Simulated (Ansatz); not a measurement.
# C3K radical: geometry and frequencies at several levels

The task here is to estimate one member of a computed series from the others.

Program: Ansatz 0.2.0. Level of theory: the levels named in each step. These are calculated values, not measurements.

## The system as given

Bond lengths: C1–C2 1.274 Å, C2–C3 1.308 Å, C1–K4 2.546 Å. Angles: C1–C2–C3 174.3°, C2–C1–K4 150.7°.

Coordinates:

```xyz
4

C    -0.4303    0.1025   -0.6992
C    -0.7068    1.1571   -1.3592
C    -1.0543    2.1622   -2.1203
K     0.6732   -1.0512    1.2836
```

The first run:

Contents of input.yaml:

```yaml
crystal:
  periodic: [false, false, false]
  atoms:
    - { symbol: C, position_ang: [-0.43029, 0.10247, -0.69917] }
    - { symbol: C, position_ang: [-0.70682, 1.15709, -1.35917] }
    - { symbol: C, position_ang: [-1.0543, 2.16224, -2.12032] }
    - { symbol: K, position_ang: [0.67319, -1.05115, 1.28365] }
magnetization:
  spin_polarized: true
  initial_magnetization: 1
basis:
  gaussian: { orbitals: def2-SVP }
hamiltonian:
  xc: pbe
  dispersion: d4
relax:
  f_tol: 0.03
  max_steps: 200
```

Launch:

```console
$ ansatz run input.yaml --threads 2 --pin off --max-ram 5120MiB --backend cpu --events-out ev --progress --plain --runs-dir out
```

Steps of the session up to this table: A rough first relaxation, PBE-D4/def2-SVP; Relaxation, PBE0-D4/def2-TZVPP; Frequencies, PBE0-D4/def2-TZVPP; Relaxation, PBE-D4/def2-TZVPP; Frequencies, PBE-D4/def2-TZVPP; Relaxation, r2SCAN-D4/def2-TZVPP; Frequencies, r2SCAN-D4/def2-TZVPP; Relaxation, B3LYP-D4/def2-TZVPP; Frequencies, B3LYP-D4/def2-TZVPP; Relaxation, B2PLYP/def2-TZVPP.

One of the session's tables, all rows but one given; the rest of the session is left out.

```
               level  C1–C2 (Å)  C1–K4 (Å)  C2–C3 (Å)  rotational constants (MHz)  dipole (D)
  PBE0-D4/def2-TZVPP     1.2803     2.6050     1.3115                      1558.5       14.58
   PBE-D4/def2-TZVPP     1.2927     2.6058     1.3204                      1546.9       14.31
r2SCAN-D4/def2-TZVPP     1.2846     2.6223     1.3143                      1542.8       14.77
 B3LYP-D4/def2-TZVPP     1.2803     2.6162     1.3098                      1551.3       14.58
   B2PLYP/def2-TZVPP          ?          ?          ?                           ?           ?
```

**Question.** Estimate the row for B2PLYP/def2-TZVPP.

The run gave: C1–C2 (Å): 1.2834; C1–K4 (Å): 2.6209; C2–C3 (Å): 1.3119; rotational constants (MHz): 1545.3; dipole (D): 14.73. In the column «C1–C2 (Å)» it lies between B3LYP-D4/def2-TZVPP (1.2803) and r2SCAN-D4/def2-TZVPP (1.2846).
